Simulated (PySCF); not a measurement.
# C8H22N2Si (SiEt2(NHEt)2): the cost of one run

Computed with PySCF 2.14.0, with density-fitted response routines of our own, on a single molecule in the gas phase. Atoms count from 0, in the outputs and in this text.

## 1. The molecule as given

33 atoms, charge 0, multiplicity 1; geometry from: GFN2-xTB. The atoms were then displaced at random by about 0.03 Å, so the start is not that level's minimum.

Bonds of the start (Å): Si0–C1 1.90, Si0–C8 1.84, Si0–N15 1.85, Si0–N24 1.71, C1–C2 1.56, C1–H3 1.15, C1–H4 1.09, C2–H5 1.11, C2–H6 1.02, C2–H7 1.03, C8–C9 1.50, C8–H10 1.13, C8–H11 1.10, C9–H12 1.04, C9–H13 1.12, C9–H14 1.05, N15–C16 1.47, N15–H18 0.95, C16–C17 1.55, C16–H19 1.03, C16–H20 1.13, C17–H21 1.09, C17–H22 1.16, C17–H23 1.06, N24–C25 1.34, N24–H27 1.04, C25–C26 1.62, C25–H28 1.13, C25–H29 1.11, C26–H30 1.07 and more.

## 2. Geometry optimisation at PBE0-D3(BJ)/def2-SVP

The job: settings as JSON, then the geometry in Å.

```
{"job": {"xc": "PBE0", "basis": "def2-SVP", "d3": "d3bj", "grid": 1, "maxiter": 40, "shake": 0.03, "kind": "geom"}, "charge": 0, "multiplicity": 1}
Si     0.380060     0.022930     0.144950
C      0.273920     0.201720     2.037430
C     -1.165890     0.028390     2.602930
H      0.785860     1.184360     2.360630
H      0.942250    -0.562770     2.437270
H     -1.103510     0.139670     3.707450
H     -1.754570     0.779750     2.231080
H     -1.454240    -0.928560     2.358610
C      2.127070     0.071400    -0.421060
C      2.859790     1.361720    -0.205230
H      2.116460    -0.168770    -1.521850
H      2.706650    -0.745530     0.024680
H      3.802070     1.355970    -0.646390
H      2.303430     2.197350    -0.709820
H      2.900480     1.558990     0.829080
N     -0.615520     1.485430    -0.390210
C     -0.894000     1.772530    -1.803020
C     -2.336420     2.320550    -1.941870
H     -0.644320     2.247650     0.168180
H     -0.248120     2.474920    -2.196060
H     -0.855790     0.807680    -2.381320
H     -3.015510     1.531900    -1.606520
H     -2.498520     2.533960    -3.072130
H     -2.426590     3.242780    -1.421720
N     -0.433300    -1.285290    -0.587550
C      0.003110    -2.554940    -0.648740
C     -0.235660    -3.447600     0.679690
H     -1.464830    -1.224080    -0.481410
H     -0.412960    -3.136590    -1.522020
H      1.084560    -2.495100    -0.871930
H      0.230710    -2.914420     1.482030
H      0.192800    -4.440300     0.484380
H     -1.293760    -3.427470     0.844760
```

Started as:

```console
$ OMP_NUM_THREADS=2 python probes_run.py task.json out
```

One launch serves the whole session: the jobs run in the order shown.

Q: Estimate the wall time and peak memory of this first job on 2 threads of Intel Xeon Platinum 8259CL at 2.50GHz, shared host.

About 7.7 min, with a peak of 1.7 GiB.
